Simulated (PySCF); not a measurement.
# Sn2Te: relaxation and vibrations of the singlet

Aim: relax Sn2Te as a singlet from a hand-made bent geometry, check by its vibrations whether the end is a minimum, and collect its spectrum and constants.

Computed with PySCF 2.14.0. Level: B3LYP, basis Te def2-SVP with ECP28, Sn def2-SVP with ECP28, scalar-relativistic core potentials, no spin–orbit coupling, density fitting.

## 1. The starting structure

3 atoms, charge 0, spin multiplicity 1.

Bond lengths: Te1–Sn2 2.760 Å, Te1–Sn3 2.760 Å. Angles: Sn2–Te1–Sn3 110.0°.

Z-matrix (Å, degrees; charge 0 multiplicity 1):
```
Te
Sn 1 2.7600
Sn 1 2.7600 2 110.00
```

## 2. Bent start, singlet: relaxation

One driver script runs all steps and calls PySCF; scf.py shows how it sets up the SCF of each step. The optimiser is the driver's own. Before each start the driver seeks the lowest SCF state from one or more starting densities and follows internal instabilities, so scf.py alone need not reach the same state.

The program finds C2v symmetry in the start, which this walk keeps. The walk stops when the largest gradient is under 0.0003 Eh/bohr and the energy has settled too.

File scf.py:

```python
from pyscf import gto, scf, dft
mol = gto.M(atom='''
Te     0.000000     0.000000    -1.026842
Sn     2.260900    -0.000000     0.556258
Sn    -2.260900     0.000000     0.556258''',
    basis={'Te': 'def2-SVP', 'Sn': 'def2-SVP'},
    ecp={'Te': 'def2-SVP', 'Sn': 'def2-SVP'},
    charge=0, spin=0)
mf = dft.RKS(mol, xc='B3LYP')
mf.grids.atom_grid = (50, 194)
aux = {'Te': 'def2-universal-JKFIT', 'Sn': 'def2-universal-JKFIT'}
mf = mf.density_fit(auxbasis=aux)
mf.kernel()
```

Further steps of the session: Vibrations and properties at this point.

Q: Predict the outcome of this session. Wanted: minimum; geometry; wavenumbers; dipole moment; highest occupied, lowest empty level; polar-tensor charge of Te1; zero-point energy; atomisation energy.

The runs gave:

```
                                 quantity                                                                   value
                                  minimum                                                            singlet, C2v
                                 geometry  Sn–Sn 2.972 Å, Te–Sn 2.797 Å (×2); Sn–Sn–Te 57.9° (×2), Sn–Te–Sn 64.2°
                       wavenumbers (cm⁻¹)                                            136 (a1), 153 (b2), 208 (a1)
                            dipole moment                                                                  1.74 D
     highest occupied, lowest empty level                                                         -5.05, -3.18 eV
               polar-tensor charge of Te1                                                                 -0.42 e
                        zero-point energy                                                              3.0 kJ/mol
                      entropy at 298.15 K                                                         337.4 J/(mol K)
atomisation energy (no zero-point energy)                                                              599 kJ/mol
```

In words: The molecule stays C2v, as typed, and the end point is a minimum. The strongest infrared band lies at 208 cm⁻¹ (a1). Only this shape and spin were tried, so other structures or states may lie lower. Spin–orbit coupling is left out.
